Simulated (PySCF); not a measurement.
# RuSCl₂: relaxation and vibrations of the singlet

The task is one start of a wider search on RuSCl₂: the singlet, from a trigonal pyramidal start. It is relaxed, tested by its Hessian and followed downhill if it is a saddle.

Program: PySCF 2.14.0. Level of theory: PBE0, basis Ru def2-SVP with ECP28, S def2-SVP, Cl def2-SVP, scalar-relativistic core potentials, no spin–orbit coupling, density fitting. These are calculated values, not measurements.

## (1) The starting structure

4 atoms, charge 0, spin multiplicity 1.

Bond lengths: Ru1–S2 2.080 Å, Ru1–Cl3 2.240 Å, Ru1–Cl4 2.240 Å. Angles: S2–Ru1–Cl3 99.8°, S2–Ru1–Cl4 99.8°, Cl3–Ru1–Cl4 99.8°.

```xyz
4
charge 0 multiplicity 1
Ru    0.0000    0.0000    0.0000
S    -0.9183   -1.5905    0.9765
Cl    1.9778    0.0000    1.0516
Cl   -0.9889    1.7128    1.0516
```

## (2) The SCF at the typed geometry

One driver script runs all steps and calls PySCF; scf.py shows how it sets up the SCF of each step. The optimiser is the driver's own. After this first run the driver tries any further starts and a stability analysis.

Contents of scf.py:

```python
from pyscf import gto, scf, dft
mol = gto.M(atom='''
Ru     0.000000     0.000000     0.000000
S     -0.918300    -1.590500     0.976500
Cl     1.977800     0.000000     1.051600
Cl    -0.988900     1.712800     1.051600''',
    basis={'Ru': 'def2-SVP', 'S': 'def2-SVP', 'Cl': 'def2-SVP'},
    ecp={'Ru': 'def2-SVP'},
    charge=0, spin=0)
mf = dft.RKS(mol, xc='PBE0')
mf.grids.atom_grid = (50, 194)
aux = {'Ru': 'def2-universal-JKFIT', 'S': 'def2-universal-JKFIT', 'Cl': 'def2-universal-JKFIT'}
mf = mf.density_fit(auxbasis=aux)
mf.conv_tol = 1e-08
mf.diis_space = 10
mf.max_cycle = 60
mf.init_guess = 'minao'
mf.verbose = 4
mf.kernel()
```

Run with:

```console
$ OMP_NUM_THREADS=2 python axn.py task.json out
```

The runs that follow: Relaxation: trigonal pyramidal start, singlet; Vibrations and properties at this point.

Before running it: what results should come out? Wanted: minimum; geometry; wavenumbers; dipole moment; highest occupied, lowest empty level; polar-tensor charge of Ru1; zero-point energy; atomisation energy.

As calculated:

| quantity | value |
| --- | --- |
| minimum | singlet, C2v |
| geometry | Ru–Cl 2.197 Å (×2), Ru–S 1.993 Å; Cl–Ru–Cl 119.2°, Cl–Ru–S 120.4° (×2) |
| wavenumbers (cm⁻¹) | 82 (b1), 95 (b2), 107 (a1), 395 (a1), 426 (b2), 619 (a1) |
| dipole moment | 1.78 D |
| highest occupied, lowest empty level | -7.20, -4.75 eV |
| polar-tensor charge of Ru1 | +1.19 e |
| zero-point energy | 10.3 kJ/mol |
| entropy at 298.15 K | 343.0 J/(mol K) |
| atomisation energy (no zero-point energy) | 969 kJ/mol |

**Reading.** The trigonal pyramidal start (Cs) ends in a minimum of C2v symmetry. The strongest infrared band lies at 426 cm⁻¹ (b2, stretch). Only this shape and spin were tried, so other structures or states may lie lower.
